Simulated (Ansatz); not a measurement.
# FGeH4Si+ (SMILES F[SiH+][GeH3]): one structure at several levels

An exercise on one series of results from a longer session: the logs are not shown, and one member is left open.

Program: Ansatz 0.2.0, Gaussian basis. Level of theory: single points in def2-TZVPP. These are calculated values, not measurements.

Correlated methods freeze the cores. Filled d shells of the heavier atoms are correlated.

**The starting structure**

SMILES `F[SiH+][GeH3]`, 7 atoms, charge 1, spin multiplicity 1.

Atoms are counted from 1 here; the program's logs count them from 0.

Bond lengths: F1–Si2 1.655 Å, Si2–Ge3 2.444 Å, Si2–H4 1.491 Å, Ge3–H5 1.612 Å, Ge3–H6 1.566 Å, Ge3–H7 1.462 Å. Angles: F1–Si2–Ge3 105.2°, F1–Si2–H4 106.7°, Ge3–Si2–H4 148.1°, Si2–Ge3–H5 108.2°, Si2–Ge3–H6 102.4°, Si2–Ge3–H7 110.3°, H5–Ge3–H6 109.1°, H5–Ge3–H7 111.2°, H6–Ge3–H7 115.2°.

Geometry (Å):

```xyz
7
FGeH4Si
F    -1.3815   -1.4536    1.2069
Si   -0.3754   -1.3315   -0.1015
Ge    0.4020    0.9853   -0.0955
H    -0.3863   -2.6614   -0.7751
H    -0.1628    1.7094   -1.4202
H    -0.3203    1.5798    1.1602
H     1.8629    1.0297   -0.0516
```

Set-up of the first run:

The input, run/in.yaml:

```yaml
crystal:
  periodic: [false, false, false]
  atoms:
    - {symbol: F, position_ang: [-1.381500, -1.453600, 1.206900]}
    - {symbol: Si, position_ang: [-0.375400, -1.331500, -0.101500]}
    - {symbol: Ge, position_ang: [0.402000, 0.985300, -0.095500]}
    - {symbol: H, position_ang: [-0.386300, -2.661400, -0.775100]}
    - {symbol: H, position_ang: [-0.162800, 1.709400, -1.420200]}
    - {symbol: H, position_ang: [-0.320300, 1.579800, 1.160200]}
    - {symbol: H, position_ang: [1.862900, 1.029700, -0.051600]}
basis:
  gaussian: {orbitals: def2-TZVPP}
total_charge: 1
correlation: {method: ccsd_t}
output: {forces: true}
```

The command line of these runs was not kept.

Steps of the session up to this table: CCSD(T)/def2-TZVPP; PBE0-D4/def2-TZVPP; wB97M-V/def2-TZVPP; r2SCAN-D4/def2-TZVPP; PBE-D4/def2-TZVPP; revPBE-D4/def2-TZVPP; CAM-B3LYP-D4/def2-TZVPP.

One of the session's tables, all rows but one given; the rest of the session is left out.

```
      method  RMS force component (eV/Å)  angle to CCSD(T) forces (°)
     CCSD(T)                       1.187                    reference
     PBE0-D4                       1.176                          3.9
     wB97M-V                       1.157                          2.5
   r2SCAN-D4                       1.136                          4.9
      PBE-D4                       0.984                         11.2
   revPBE-D4                           ?                            ?
CAM-B3LYP-D4                       1.199                          0.7
```

Estimate the missing values for revPBE-D4.

**Answer.** RMS force component (eV/Å): 0.955; angle to CCSD(T) forces (°): 12.2. In the column «RMS force component (eV/Å)» it is the lowest.
